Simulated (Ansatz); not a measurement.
# LiY3 (I4/mmm) in Ansatz: band structure with PBEsol

Aim: the band structure of LiY3 with PBEsol.

Everything below comes from runs of Ansatz 0.2.0. Logs are shortened: lines on timing, memory, paths and dates and some standing lists are left out, and cuts for length are marked.

## 1. Starting point

Symmetry: I4/mmm, No. 139, tetragonal system. The conventional cell has a = 4.734 Å, b = 4.734 Å, c = 10.653 Å, α = 90.00°, β = 90.00°, γ = 90.00°. Around Y (site symmetry 4/mmm) lie 4 Li at 3.35 Å and 8 Y at 3.56 Å. Around Y (site symmetry -4m2) lie 8 Y at 3.35 to 3.56 Å and 4 Li at 3.56 Å. Li (site symmetry 4/mmm) has 12 Y at 3.35 to 3.56 Å as nearest neighbours.

The cell comes from a database or a generator and needn't be the stable form of this composition.

## 2. Band structure, PBEsol

Contents of input.yaml:

```yaml
crystal:
  lattice:
    - [-2.36719, 2.36719, 5.326643]
    - [2.36719, -2.36719, 5.326643]
    - [2.36719, 2.36719, -5.326643]
  atoms:
    - { symbol: "Y", position: [0.5, 0.5, 0.0] }
    - { symbol: "Y", position: [0.25, 0.75, 0.5] }
    - { symbol: "Y", position: [0.75, 0.25, 0.5] }
    - { symbol: Li, position: [0.0, 0.0, 0.0] }
hamiltonian:
  xc: pbesol
  pseudopotentials: { kind: paw }
kpoints:
  mp_grid: { grid: [6, 6, 6] }
  band_path:
    path:
      - [[0.0, 0.0, 0.0], [0.0, 0.0, 0.5], [-0.0987481705, 0.0987481705, 0.5], [-0.2993740852, 0.2993740852, 0.2993740852], [0.0, 0.0, 0.0], [0.5, 0.5, -0.5], [0.2993740852, 0.7006259148, -0.2993740852], [0.0, 0.5, 0.0], [0.25, 0.25, 0.25], [0.5, 0.5, -0.0987481705], [0.5, 0.5, -0.5]]
      - [[0.0, 0.0, 0.5], [0.25, 0.25, 0.25]]
    npoints: 14
scf:
  occupations: { method: fermi_dirac, width: 0.05 }
  n_extra_bands: 10
output:
  forces: true
  stress: true
  eigenvalues: true
  fatbands: false
  write_density: true
  write_potential: true
  elf: true
  volumetric_format: npy
```

Potentials or basis: Ansatz PAW.

The run is started by

```
$ ansatz run input.yaml --threads 2 --pin off --max-ram 5632MiB --backend cpu --events-out ev --progress --plain --runs-dir out
```

Standard output:

```text
Warning: RAYON_NUM_THREADS=2 ignored (pool sized by the plan → 2); use --threads N
scf.n_extra_bands = 10 over 18 filled bands (N_el = 36.0): the run solves 28 bands
Engine: ansatz 0.2.0, aarch64-unknown-linux-gnu
Pseudopotentials: kind: paw
Pseudopotential: Y, paw, valence charge 11, recommended cutoff 420 eV (normal), Y.paw.azcp
Pseudopotential: Li, paw, valence charge 3, recommended cutoff 420 eV (normal), Li.paw.azcp
Functional definition: PBEsol
  exchange = pbesol_x
  correlation = pbesol_c
Crystal: 4 atoms, lattice volume = 119.393 Å³
Basis set: ecut = 420 eV, 2337 PW (Γ), exchange–correlation on 90×90×90 points (8 copies of the dense FFT grid, shifted against one another)
Bands: 28, of which v1, the nominal top of the filled ones, is band 18 counted from 1 (17 counted from 0)
Symmetry: 16 space group operations
Space group: I4/mmm (ITA 139), of the structure as read, at distance tolerance 4.9e-5 Å
k-points: 30 of 216
Non-local potential: Y, projectors of the file, l = 0: 3, l = 1: 2, l = 2: 2, l = 3: 1
Non-local potential: Li, projectors of the file, l = 0: 3, l = 1: 2, l = 2: 1
PAW form: soft (Blöchl's): semilocal exchange-correlation on the pseudo side does not see the compensation charge
PAW frozen core: Y, regenerated for the run's functional, and the local potential with it (the file was generated under x = pbe(κ = 0.804, μ = 0.2195149727645171), c = pbe(β = 0.06672455060314922))
PAW one-centre angular grid: Y, 590 points (default); XC on 64 Gauss nodes
PAW one-centre angular grid: Li, 110 points (default); XC on 64 Gauss nodes
Initial density: superposition of atomic densities (neutral atoms: chi_scale 0, normalization atom), corrected by the library's trained network
Initial wavefunctions: pseudopotential atomic-orbital guess
Functional: x = pbesol(κ = 0.804, μ = 0.12345679012345678), c = pbesol(β = 0.046)
SCF iter   1: F=—  HF=-11587.426056 eV  |F-HF|=—  |Δ(HF+E_count)|=         —  Δρ=3.92e-3  dr2=5.97e-2  ethr=1.77e-3  ⟨swp⟩=5.2  Hψ=3601  notcnv=0  defer=21
preconditioner: auto → Kerker (q_TF=auto, 2.234 Å⁻¹)  [metal: Δε(μ)=0.009 eV  Ē_g=3.170 eV  σ=0.050 eV  W_gap=0.05  n_scr=30 (ndim 8)  ℏωp=10.7 eV  f_vac=0.000  D(μ)=7.15/eV (n_scr^D=76)]
SCF iter   2: F=—  HF=-11587.416342 eV  |F-HF|=—  |Δ(HF+E_count)|=   9.71e-3  Δρ=2.34e-3  dr2=2.08e-2  ethr=1.66e-4  ⟨swp⟩=1.0  Hψ=1080  notcnv=0  defer=33
SCF iter   3: F=—  HF=-11587.411540 eV  |F-HF|=—  |Δ(HF+E_count)|=   4.80e-3  Δρ=5.01e-4  dr2=7.90e-4  ethr=5.78e-5  ⟨swp⟩=2.0  Hψ=937  notcnv=0  defer=33
SCF iter   4: F=—  HF=-11587.411321 eV  |F-HF|=—  |Δ(HF+E_count)|=   2.20e-4  Δρ=1.73e-4  dr2=6.74e-5  ethr=2.20e-6  ⟨swp⟩=2.0  Hψ=922  notcnv=0  defer=33
SCF iter   5: F=—  HF=-11587.411289 eV  |F-HF|=—  |Δ(HF+E_count)|=   3.18e-5  Δρ=4.80e-5  dr2=4.36e-6  ethr=1.87e-7  ⟨swp⟩=2.1  Hψ=1277  notcnv=0  defer=34
SCF iter   6: F=—  HF=-11587.411288 eV  |F-HF|=—  |Δ(HF+E_count)|=   9.52e-7  Δρ=9.24e-6  dr2=1.23e-7  ethr=1.21e-8  ⟨swp⟩=2.0  Hψ=1032  notcnv=0  defer=34
SCF iter   7: F=-11587.411288 eV  HF=-11587.411288 eV  |F-HF|=2.08e-9  |Δ(HF+E_count)|=   4.96e-9  Δρ=2.28e-6  dr2=8.27e-9  ethr=2.78e-10  ⟨swp⟩=11.8  Hψ=4527  notcnv=0
SCF 1 converged in 7 iterations: F = -11587.411288 eV  dr2 = 8.27e-9
NSCF: frozen V_eff on 156 k-points
SCF converged after 7 iterations
Free energy (F): -11587.411288 eV
Harris-Foulkes:  -11587.411288 eV  (|F-HF|=2.08e-9)
Internal energy: -11587.352529 eV  (E = F + TS)
E sigma→0 (E₀):  -11587.381908 eV
Entropy (-TS):   -0.058759 eV (-14.690 meV/atom)
Fermi energy:    7.745759 eV
--- Per-component energies (eV) ---
  E_band       = -487.172632
  E_kinetic    = 934.219568
  E_local      = -2140.537947  (includes V_loc(G=0)·N_el)
  E_nonlocal   = 122.743675
  E_hartree    = 688.466735
  E_xc         = -523.114011
  E_vxc        = -604.790415  (∫ρ·V_xc dr)
  E_paw        = -8340.039362  (= ΣΔE_a)
  E_vpaw       = -175.741212  (= ΣTr[D̂ρ^β])
  E_aug_tail   = 0.000021  (compensation charges beyond the density's cutoff)
  E_ewald      = -2329.537527
  E_core_change = 0.446318  (= ΣΔE_core)
  E_smearing   = -0.058759  (= −TS)
  E_closure    = -0.000000  (closes the sum)
  Σ components = -11587.411288   (vs F -11587.411288, Δ=0.00e0)
--- Forces (eV/Å), atoms counted from 1 ---
  atom   1  Y      0.00000000     0.00000000    -0.00000000
  atom   2  Y      0.00000000     0.00000000     0.00000000
  atom   3  Y      0.00000000    -0.00000000     0.00000000
  atom   4  Li    -0.00000000     0.00000000     0.00000000
  max |Σ_I F_I| component: 8.67e-19 eV/Å
--- Stress (GPa, compression-positive) ---
       -1.362690       0.000000       0.000000
        0.000000      -1.362690      -0.000000
        0.000000      -0.000000      -1.708904
  P = ⅓ Tr σ = -1.4781 GPa (-14.781 kbar)
--- Band table (eV; the first three rows and the last of 30) ---
  k-point 0: bands = ["-37.3913", "-34.9927", "-34.8546", "-34.7635", "-15.1513", "-15.1045", "-15.1045", "-15.0263", "-15.0263", "-14.7659", "-14.6907", "-14.6073", "-14.6073", "3.2950", "6.3836", "6.5539", "7.4736", "7.9527", "7.9527", "8.2630", "8.8917", "8.9157", "8.9157", "10.4550", "10.5329", "10.5573", "11.6823", "11.6823"]
  k-point 1: bands = ["-37.3913", "-34.9900", "-34.8446", "-34.7758", "-15.1893", "-15.0564", "-15.0538", "-15.0310", "-14.9747", "-14.7550", "-14.7533", "-14.7038", "-14.5967", "3.7626", "6.7490", "6.9309", "7.2754", "7.7917", "7.8768", "8.2105", "8.4186", "8.8139", "8.9363", "10.3925", "10.7061", "10.8440", "11.2886", "11.7980"]
  k-point 2: bands = ["-37.3913", "-34.9855", "-34.8236", "-34.8004", "-15.2464", "-15.1041", "-15.0677", "-15.0065", "-14.9571", "-14.7517", "-14.7366", "-14.7057", "-14.5763", "4.9721", "6.4528", "7.0131", "7.6081", "7.7028", "7.7961", "7.9895", "8.0233", "8.7284", "9.5294", "9.7937", "10.4801", "11.0613", "11.0797", "11.4117"]
  k-point 29: bands = ["-37.3913", "-34.9844", "-34.8632", "-34.7635", "-15.1760", "-15.1760", "-14.9564", "-14.9434", "-14.9434", "-14.8980", "-14.7622", "-14.6169", "-14.6169", "4.5112", "5.1733", "6.0583", "7.2416", "7.4888", "7.4888", "7.6786", "8.9396", "10.0175", "10.1068", "10.1068", "10.5236", "11.2784", "11.2784", "12.3527"]
```

rho_z.tsv:

```text
# z_ang	rho[e/angstrom^3]
# format = ansatz-planar-average/11
# lattice	-2.367190000	2.367190000	5.326643000
# lattice	2.367190000	-2.367190000	5.326643000
# lattice	2.367190000	2.367190000	-5.326643000
# sites	4
# site	39	0.000000000	0.000000000	5.326643000
# site	39	2.367190000	0.000000000	2.663321500
# site	39	0.000000000	2.367190000	2.663321500
# site	3	0.000000000	0.000000000	0.000000000
0.000000	3.694602e-1
0.139806	3.636046e-1
0.279613	3.470017e-1
0.419419	3.222696e-1
0.559226	2.929914e-1
0.699032	2.628845e-1
[... 37 lines left out ...]
6.011675	3.470017e-1
6.151481	3.636046e-1
```

Wall time 7.8 s (2 threads of Arm Neoverse V1, shared host); peak memory 0.55 GiB.

What came out:

```yaml
Free_energy: -11587.4113 eV
Pressure: -1.5 GPa
Band_gap_on_the_k_mesh: none (metal or under the smearing width)
```

Levels at the corners of the path, in eV from the Fermi level:
```
point  band 16  band 17  band 18  band 19  band 20  band 21
    Γ    -1.19    -0.27     0.21     0.21     0.52     1.15
    X    -1.32    -0.85    -0.24     0.43     0.54     0.79
    Y    -1.36    -0.87    -0.16     0.27     0.66     0.76
    S    -1.60    -0.53    -0.06     0.18     0.49     1.12
    Γ    -1.19    -0.27     0.21     0.21     0.52     1.15
    Z    -1.69    -0.50    -0.26    -0.26    -0.07     1.19
   S1    -1.60    -0.53    -0.06     0.18     0.49     1.12
    N    -0.93    -0.35    -0.15     0.19     0.48     1.33
    P    -1.39    -1.28     0.19     0.42     0.42     0.55
   Y1    -1.36    -0.87    -0.16     0.27     0.66     0.76
    Z    -1.69    -0.50    -0.26    -0.26    -0.07     1.19
    X    -1.32    -0.85    -0.24     0.43     0.54     0.79
    P    -1.39    -1.28     0.19     0.42     0.42     0.55
```

Caveat: the PAW data sets come from PBE, with cores solved anew for the run's functional, which leaves a small shift of forces and pressure.
